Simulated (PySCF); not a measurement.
# C6H5OS: the cost of one run

Computed with PySCF 2.14.0 and routines of our own; the level stands in each step. Atoms count from 0.

## 1. The system as given

13 atoms, charge 0, multiplicity 2; geometry from: GFN2-xTB.

## 2. Open-shell or spin-flip excitations: unrestricted TDA CAM-B3LYP/def2-SVPD

The job: settings as JSON, then the geometry in Å.

```
{"job": {"kind": "uabs", "xc": "CAM-B3LYP", "basis": "def2-SVPD", "nstates": 10, "tda": true}, "charge": 0, "multiplicity": 2}
O     -1.590525    -1.969170     1.107658
C     -0.996057    -1.014701     0.594500
C     -1.697857     0.175761     0.140982
C     -1.026200     1.223616    -0.426523
C      0.356812     1.177517    -0.587468
C      1.077924     0.047485    -0.163993
S      2.828113     0.089328    -0.414065
C      0.438998    -1.017650     0.408062
H     -2.768655     0.192879     0.273510
H     -1.563584     2.100410    -0.757571
H      0.887929     2.002873    -1.036141
H      3.075360    -1.112664     0.102658
H      0.973354    -1.895199     0.740662
```

Method: unrestricted TDA CAM-B3LYP/def2-SVPD, vertical, gas phase, core orbitals frozen in the response.

On the command line:

```bash
$ OMP_NUM_THREADS=1 python excited_run.py task.json out
```

This one command runs all jobs of the session in turn.

**Question.** How long does this job take on 1 thread of Arm Neoverse V1, shared host, and how much memory does it need?

About 85 s, with a peak of 0.83 GiB.
